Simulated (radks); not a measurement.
# Zn²²⁺ in [He] 2s2 2p4: an all-electron calculation

The task here is to estimate one member of a computed series from the others.

Program: radks (a radial shooting solver on a logarithmic mesh, Libxc functionals) version 1. Level of theory: scalar-relativistic Kohn-Sham, PBE, spin-polarised, spherical densities, finite nucleus; open shells are filled with parallel spins first. These are calculated values, not measurements, unless marked.

**The atom as given**

| Quantity | Value |
| --- | --- |
| element | zinc (Z = 30) |
| charge | +22 |
| electrons | 8 |
| configuration | [He] 2s2 2p4 |
| nuclear rms radius | 3.9283 fm |

Outer shells as boxes (Hund's rule):

Zn²²⁺
```
[He] core
2s [↑↓]
2p [↑↓][↑ ][↑ ]
```

Set-up of the first run:

Settings of this run:

```text
Z 30
configuration [He] 2s2 2p4
relativity scalar-relativistic
functional pbe,pbe
spin polarised
nucleus finite rms 3.9283 fm
c 137.035999084
```

Steps of the session up to this table: Self-consistent calculation.

One of the session's tables, all rows but one given; the rest of the session is left out.

It belongs to the step «Orbitals and density». Radial moments (bohr):

```
  level      <r>  outermost maximum (interpolated)  90 % within
  1s up  0.05022                            0.0329       0.0897
1s down  0.05017                            0.0329       0.0896
  2s up   0.2165                             0.185        0.332
2s down        ?                                 ?            ?
  2p up   0.1874                             0.147        0.303
2p down   0.1883                             0.147        0.305
```

Estimate the missing values for 2s down.

The run gave: <r>: 0.2173; outermost maximum (interpolated): 0.185; 90 % within: 0.334. In the column «<r>» it is the highest.

Caveats from the session: Open shells are spherical and high-spin; term and fine-structure splittings are not resolved.
